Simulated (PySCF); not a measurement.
# COBBr2H3 in PySCF: a series of runs

The runs below take COBBr2H3 through atomic charges, with HCTH407, SOGGA11.

Program: PySCF 2.14.0. These are calculated values, not measurements. Logs are shortened: lines on timing, memory, paths and dates and some standing lists are left out, and cuts for length are marked.

## Step 1: The cell of the first run

The cell holds a molecule in a box, 8 atoms: a = 14.000 Å, b = 13.000 Å, c = 12.000 Å, α = 90.00°, β = 90.00°, γ = 90.00°.

## Step 2: Atomic charges, HCTH407 (atoms moved at random, drawn with an rms of 0.05 Å)

run.py

```python
import json
import numpy as np
from pyscf.pbc import gto, scf, dft, df
from pyscf.pbc.tools import pyscf_ase
from ase.io import read

atoms = read('BH3CBr2O.cif')
cell = pyscf_ase.cell_from_ase(atoms)
cell.basis = '6-31g*'
cell.exp_to_discard = 0
cell.precision = 1e-08
cell.max_memory = 2520  # MB
cell.verbose = 4
cell.build()

res = {}
kpts = cell.make_kpts([1, 1, 1])
mf = dft.KRKS(cell, kpts, xc='GGA_XC_HCTH_407')
mf = mf.density_fit()
mf.with_df._cderi = 'cderi.h5'  # three-centre integrals saved by an earlier run on this cell, basis and mesh
mf.conv_tol = 1e-07
mf.max_cycle = 60

mf.kernel()
res.update(converged=bool(mf.converged), e_tot=mf.e_tot, nelec=cell.nelectron, nao=cell.nao, mesh=list(map(int, cell.mesh)), a=cell.lattice_vectors().tolist(), coords=cell.atom_coords().tolist(),
           mo_energy=[np.real(x).tolist() for x in mf.mo_energy], mo_occ=[np.real(x).tolist() for x in mf.mo_occ])
res.update(kpts=cell.get_scaled_kpts(kpts).tolist())
res['parts'] = {k: float(np.real(v)) for k, v in mf.scf_summary.items() if np.isscalar(v)}
json.dump(res, open('results.json', 'w'))
if not mf.converged:
    raise SystemExit('SCF not converged')

print('levels (eV)')
for i, kp in enumerate(res['kpts'][:40]):
    print('k %7.4f %7.4f %7.4f  ' % tuple(kp), ' '.join('%.3f' % (x * 27.211386) for x in res['mo_energy'][i][:51]))

# Mulliken populations
dm, s = np.asarray(mf.make_rdm1()), np.asarray(mf.get_ovlp())
sites = cell.aoslice_by_atom()[:, 2:]
tot = np.einsum('kij,kji->i', dm, s).real / len(kpts)
res['mulliken'] = [cell.atom_charge(i) - tot[a0:a1].sum() for i, (a0, a1) in enumerate(sites)]
print('Mulliken charges', np.round(res['mulliken'], 5))
res['meta_lowdin'] = mf.mulliken_meta()[1].tolist()
res['done'] = True
json.dump(res, open('results.json', 'w'))
```

BH3CBr2O.cif

```cif
data_BH3CBr2O
_cell_length_a 14.00000000
_cell_length_b 13.00000000
_cell_length_c 12.00000000
_cell_angle_alpha 90.00000000
_cell_angle_beta 90.00000000
_cell_angle_gamma 90.00000000
_space_group_name_H-M_alt 'P1'
_space_group_name_Hall 'P 1'
_space_group_IT_number 1
loop_
_space_group_symop_operation_xyz
'x,y,z'
loop_
_atom_site_label
_atom_site_type_symbol
_atom_site_symmetry_multiplicity
_atom_site_Wyckoff_symbol
_atom_site_fract_x
_atom_site_fract_y
_atom_site_fract_z
_atom_site_occupancy
C1 C 1 a 0.4125630000 0.4352240000 0.4387220000 1
O1 O 1 a 0.4936310000 0.4292790000 0.5106480000 1
B1 B 1 a 0.5541900000 0.5053530000 0.5257890000 1
Br1 Br 1 a 0.6547800000 0.4861550000 0.6306450000 1
Br2 Br 1 a 0.5497670000 0.6412690000 0.4471760000 1
H1 H 1 a 0.4167430000 0.3674600000 0.3776210000 1
H2 H 1 a 0.3503130000 0.4220620000 0.4842930000 1
H3 H 1 a 0.4013620000 0.4997020000 0.3862780000 1
```

Potentials or basis: 6-31g* (all-electron).

Started as:

```sh
$ OMP_NUM_THREADS=2 python -u run.py > log
```

Standard output:

```text
Discarded 0 diffused primitive functions, 0 contracted functions

PySCF version 2.14.0

[INPUT] verbose = 4
[INPUT] num. atoms = 8
[INPUT] num. electrons = 92
[INPUT] charge = 0
[INPUT] spin (= nelec alpha-beta = 2S) = 0
[INPUT] symmetry False subgroup None
[INPUT] Mole.unit = angstrom
[INPUT] Symbol           X                Y                Z      unit          X                Y                Z       unit  Magmom
[INPUT]  1 C      5.775882000000   5.657912000000   5.264664000000 AA   10.914835107805  10.691904116890   9.948773097857 Bohr   0.0
[INPUT]  2 O      6.910834000000   5.580627000000   6.127776000000 AA   13.059583552332  10.545856633353  11.579818392683 Bohr   0.0
[INPUT]  3 B      7.758660000000   6.569589000000   6.309468000000 AA   14.661742493618  12.414723960955  11.923166511707 Bohr   0.0
[INPUT]  4 Br     9.166920000000   6.320015000000   7.567740000000 AA   17.322968205798  11.943097453143  14.300955981916 Bohr   0.0
[INPUT]  5 Br     7.696738000000   8.336497000000   5.366112000000 AA   14.544726872533  15.753696168258  10.140482033742 Bohr   0.0
[INPUT]  6 H      5.834402000000   4.776980000000   4.531452000000 AA   11.025421880615   9.027183902525   8.563203226613 Bohr   0.0
[INPUT]  7 H      4.904382000000   5.486806000000   5.811516000000 AA    9.267938790247  10.368560638620  10.982173608528 Bohr   0.0
[INPUT]  8 H      5.619068000000   6.496126000000   4.635336000000 AA   10.618499595308  12.275899010666   8.759515535337 Bohr   0.0

nuclear repulsion = 67.3629077381981
number of shells = 48
number of NR pGTOs = 283
number of NR cGTOs = 112
basis = 6-31g*
ecp = {}
lattice vectors  a1 [26.456165744, 0.000000000, 0.000000000]
                 a2 [0.000000000, 24.566439619, 0.000000000]
                 a3 [0.000000000, 0.000000000, 22.676713495]
dimension = 3
low_dim_ft_type = None
Cell volume = 14738.4
exp_to_discard = 0
rcut = 22.994542959048783 (nimgs = [1 1 2])
precision = 1e-08
pseudo = None
ke_cutoff = 7454945.320861678
    = [32519 30197 27873] mesh (27370623821139 PWs)

******** <class 'pyscf.pbc.dft.krks.KRKS'> ********
method = KRKS
initial guess = minao
damping factor = 0
level_shift factor = 0
DIIS = <class 'pyscf.scf.diis.CDIIS'>
diis_start_cycle = 1
diis_space = 8
diis_damp = 0
SCF conv_tol = 1e-07
SCF conv_tol_grad = None
SCF max_cycles = 60
direct_scf = True
direct_scf_tol = 1e-13

******** PBC SCF flags ********
N kpts = 1
Exchange divergence treatment (exxdiv) = ewald
    madelung (= occupied orbital energy shift) = 0.11502128564089258
    Total energy shift due to Ewald probe charge = -1/2 * Nelec*madelung = -5.29097913948
DF object = <pyscf.pbc.df.df.GDF object>
XC functionals = GGA_XC_HCTH_407
small_rho_cutoff = 0
radial grids:
    Treutler-Ahlrichs [JCP 102, 346 (1995); DOI:10.1063/1.469408] (M4) radial grids

becke partition: Becke, JCP 88, 2547 (1988); DOI:10.1063/1.454033
pruning grids: <function nwchem_prune>
grids dens level: 3
symmetrized grids: False
atomic radii adjust function: <function treutler_atomic_radii_adjust>
Set gradient conv threshold to 0.000316228

******** <class 'pyscf.pbc.df.rsdf_builder._RSNucBuilder'> ********
mesh = [51 47 45] (107865 PWs)
ke_cutoff = 17.302185920816544
omega = 0.5229654415994075
exclude_d_aux = False
exclude_dd_block = True
j2c_eig_always = False
has_long_range = True
tot grids = 112518
cell vol = 14738.3625  sum(weights) = 14638.8168
nelec by numeric integration = 92.00002360163317
init E= -5290.12336115236
  HOMO = -0.283176083608  LUMO = -0.0633876325481  gap/eV = 5.98075
nelec by numeric integration = 92.00001991606224
cycle= 1 E= -5290.47239818248  delta_E= -0.349  |g|= 0.634  |ddm|= 2.86
  HOMO = -0.179916758065  LUMO = 0.00443598135509  gap/eV = 5.01649
nelec by numeric integration = 92.00002560244843
cycle= 2 E= -5290.09518303768  delta_E= 0.377  |g|= 1.49  |ddm|= 1.62
  HOMO = -0.21462210793  LUMO = -0.0255553177785  gap/eV = 5.14477
nelec by numeric integration = 92.00002462391713
cycle= 3 E= -5290.54790453419  delta_E= -0.453  |g|= 0.166  |ddm|= 1.22
  HOMO = -0.238961944217  LUMO = -0.0299429814508  gap/eV = 5.68770
nelec by numeric integration = 92.00002260940354
cycle= 4 E= -5290.5544448021  delta_E= -0.00654  |g|= 0.067  |ddm|= 0.292
  HOMO = -0.237457813308  LUMO = -0.0361758901202  gap/eV = 5.47716
nelec by numeric integration = 92.00002304844676
cycle= 5 E= -5290.55513974021  delta_E= -0.000695  |g|= 0.0251  |ddm|= 0.0858
  HOMO = -0.236136288434  LUMO = -0.0323688952115  gap/eV = 5.54479
nelec by numeric integration = 92.00002297559837
cycle= 6 E= -5290.55531325401  delta_E= -0.000174  |g|= 0.00833  |ddm|= 0.0392
  HOMO = -0.235918735438  LUMO = -0.0330217586451  gap/eV = 5.52111
nelec by numeric integration = 92.00002301645505
cycle= 7 E= -5290.55533377636  delta_E= -2.05e-05  |g|= 0.000892  |ddm|= 0.0103
  HOMO = -0.235934984216  LUMO = -0.0330368073144  gap/eV = 5.52114
nelec by numeric integration = 92.0000230202672
cycle= 8 E= -5290.55533391558  delta_E= -1.39e-07  |g|= 0.000439  |ddm|= 0.00147
  HOMO = -0.235934001114  LUMO = -0.033046031426  gap/eV = 5.52086
nelec by numeric integration = 92.00002301867582
cycle= 9 E= -5290.5553339635  delta_E= -4.79e-08  |g|= 3.45e-05  |ddm|= 0.000621
  HOMO = -0.235931096595  LUMO = -0.033043962798  gap/eV = 5.52084
nelec by numeric integration = 92.00002301875577
Extra cycle  E= -5290.55533396329  delta_E= 2.19e-10  |g|= 4.8e-05  |ddm|= 8.06e-05
converged SCF energy = -5290.55533396329
levels (eV)
k  0.0000  0.0000  0.0000   -13082.643 -13082.568 -1684.775 -1684.690 -1520.516 -1520.448 -1520.434 -1520.430 -1520.363 -1520.347 -511.614 -270.715 -230.252 -230.155 -180.093 -172.581 -172.485 -172.347 -172.290 -172.244 -172.197 -68.666 -68.610 -68.569 -68.562 -68.510 -68.475 -68.397 -68.394 -68.298 -68.297 -26.945 -19.692 -18.936 -18.002 -13.773 -11.767 -11.415 -10.821 -9.262 -8.608 -8.079 -7.195 -7.131 -6.836 -6.420 -0.899 0.057 1.424 2.098 2.779
Mulliken charges [-0.27368 -0.308    0.32037 -0.13046 -0.17602  0.16816  0.19287  0.20677]
 ** Mulliken pop on meta-lowdin orthogonal AOs **
 ** Mulliken pop  **
pop of  0 C 1s            1.99988
pop of  0 C 2s            1.01216
pop of  0 C 3s            0.00385
pop of  0 C 2px           0.90015
pop of  0 C 2py           1.15700
pop of  0 C 2pz           1.01859
pop of  0 C 3px           0.00761
pop of  0 C 3py           0.00493
pop of  0 C 3pz           0.00704
pop of  0 C 3dxy          0.00070
pop of  0 C 3dyz          0.00227
pop of  0 C 3dz^2         0.00075
pop of  0 C 3dxz          0.00304
pop of  0 C 3dx2-y2       0.00248
pop of  1 O 1s            1.99994
pop of  1 O 2s            1.53671
pop of  1 O 3s            0.00264
pop of  1 O 2px           1.43176
pop of  1 O 2py           1.70657
pop of  1 O 2pz           1.58645
pop of  1 O 3px           0.00446
pop of  1 O 3py           0.00270
pop of  1 O 3pz           0.00274
pop of  1 O 3dxy          0.00380
pop of  1 O 3dyz          0.00178
pop of  1 O 3dz^2         0.00176
pop of  1 O 3dxz          0.00146
pop of  1 O 3dx2-y2       0.00171
pop of  2 B 1s            1.99965
pop of  2 B 2s            0.77255
pop of  2 B 3s            0.00892
pop of  2 B 2px           0.65342
pop of  2 B 2py           0.68107
pop of  2 B 2pz           0.63660
pop of  2 B 3px           0.01161
pop of  2 B 3py           0.01611
pop of  2 B 3pz           0.00790
pop of  2 B 3dxy          0.00319
pop of  2 B 3dyz          0.00289
pop of  2 B 3dz^2         0.00211
pop of  2 B 3dxz          0.00263
pop of  2 B 3dx2-y2       0.00326
pop of  3 Br 1s           2.00000
pop of  3 Br 2s           1.99994
pop of  3 Br 3s           1.99850
pop of  3 Br 4s           1.88442
pop of  3 Br 5s           0.00494
pop of  3 Br 2px          2.00000
pop of  3 Br 2py          2.00000
pop of  3 Br 2pz          2.00000
pop of  3 Br 3px          1.99989
pop of  3 Br 3py          1.99993
pop of  3 Br 3pz          1.99989
pop of  3 Br 4px          1.59215
pop of  3 Br 4py          1.91530
pop of  3 Br 4pz          1.63113
pop of  3 Br 5px          0.00539
pop of  3 Br 5py          0.00220
pop of  3 Br 5pz          0.00455
pop of  3 Br 3dxy         1.99990
pop of  3 Br 3dyz         1.99990
pop of  3 Br 3dz^2        1.99989
pop of  3 Br 3dxz         1.99987
pop of  3 Br 3dx2-y2      1.99989
pop of  3 Br 4dxy         0.00110
pop of  3 Br 4dyz         0.00086
pop of  3 Br 4dz^2        0.00165
pop of  3 Br 4dxz         0.00480
pop of  3 Br 4dx2-y2      0.00212
pop of  3 Br 5dxy         0.00008
pop of  3 Br 5dyz         0.00007
pop of  3 Br 5dz^2        0.00010
pop of  3 Br 5dxz         0.00023
pop of  3 Br 5dx2-y2      0.00011
pop of  4 Br 1s           2.00000
pop of  4 Br 2s           1.99994
pop of  4 Br 3s           1.99881
pop of  4 Br 4s           1.90796
pop of  4 Br 5s           0.00341
pop of  4 Br 2px          2.00000
pop of  4 Br 2py          2.00000
pop of  4 Br 2pz          2.00000
pop of  4 Br 3px          1.99993
pop of  4 Br 3py          1.99987
pop of  4 Br 3pz          1.99991
pop of  4 Br 4px          1.92772
pop of  4 Br 4py          1.48463
pop of  4 Br 4pz          1.78533
pop of  4 Br 5px          0.00120
pop of  4 Br 5py          0.00519
pop of  4 Br 5pz          0.00245
pop of  4 Br 3dxy         1.99989
pop of  4 Br 3dyz         1.99988
pop of  4 Br 3dz^2        1.99990
pop of  4 Br 3dxz         1.99991
pop of  4 Br 3dx2-y2      1.99989
pop of  4 Br 4dxy         0.00114
pop of  4 Br 4dyz         0.00325
pop of  4 Br 4dz^2        0.00094
pop of  4 Br 4dxz         0.00042
pop of  4 Br 4dx2-y2      0.00295
pop of  4 Br 5dxy         0.00007
pop of  4 Br 5dyz         0.00017
pop of  4 Br 5dz^2        0.00006
pop of  4 Br 5dxz         0.00004
pop of  4 Br 5dx2-y2      0.00015
pop of  5 H 1s            0.88066
pop of  5 H 2s            0.00731
pop of  6 H 1s            0.85228
pop of  6 H 2s            0.01167
pop of  7 H 1s            0.85629
pop of  7 H 2s            0.01116
 ** Mulliken atomic charges  **
charge of    0C =     -0.12046
charge of    1O =     -0.28447
charge of    2B =      0.19809
charge of    3Br =     -0.04881
charge of    4Br =     -0.12498
charge of    5H =      0.11203
charge of    6H =      0.13605
charge of    7H =      0.13254
```

It took 25 s on 2 threads of Arm Neoverse V1, shared host; peak memory 1.9 GiB.

What came out:

* Free energy: -143963.3446 eV
* Gap between the frontier levels: 5.52 eV
* Meta-löwdin charges: C -0.12; O -0.28; B +0.20; Br -0.05, -0.12; H +0.11, +0.14, +0.13 e

Levels at points of the mesh, in eV from the valence-band top:
```tsv
k point	band 42	band 43	band 44	band 45	band 46	band 47	band 48	band 49
(0.00, 0.00, 0.00)	-1.66	-0.78	-0.71	-0.42	0.00	5.52	6.48	7.84
```

Caveat: this is a molecule in a periodic box at the Γ point, so its band gap is the HOMO-LUMO gap; population charges move with the basis; relativity is left out, which matters for the heavier elements; the basis of atomic orbitals isn't converged, which shifts pressures, moduli and gaps.

## Step 3: Atomic charges, SOGGA11 (atoms moved at random, drawn with an rms of 0.05 Å)

run.py, as its differences from that of step 2:

```diff
@@ -17,3 +17,3 @@
 kpts = cell.make_kpts([1, 1, 1])
-mf = dft.KRKS(cell, kpts, xc='GGA_XC_HCTH_407')
+mf = dft.KRKS(cell, kpts, xc='GGA_X_SOGGA11,GGA_C_SOGGA11')
 mf = mf.density_fit()
```

BH3CBr2O.cif is that of step 2.

Potentials or basis: 6-31g* (all-electron).

Started as:

```sh
$ OMP_NUM_THREADS=2 python -u run.py > log
```

It took 26 s on 2 threads of Arm Neoverse V1, shared host; peak memory 1.9 GiB.

Results (log left out):

```
Free energy                     : -143890.9064 eV
Gap between the frontier levels : 5.49 eV
Meta-löwdin charges             : C -0.14; O -0.26; B +0.18; Br -0.05, -0.12; H +0.12, +0.14 e
```

Levels at points of the mesh, in eV from the valence-band top:
| k point | band 42 | band 43 | band 44 | band 45 | band 46 | band 47 | band 48 | band 49 | band 50 | band 51 |
| --- | --- | --- | --- | --- | --- | --- | --- | --- | --- | --- |
| (0.00, 0.00, 0.00) | -1.52 | -0.78 | -0.67 | -0.43 | 0.00 | 5.49 | 6.47 | 7.73 | 8.20 | 8.94 |

Caveat: this is a molecule in a periodic box at the Γ point, so its band gap is the HOMO-LUMO gap; population charges move with the basis; relativity is left out, which matters for the heavier elements; the basis of atomic orbitals isn't converged, which shifts pressures, moduli and gaps.
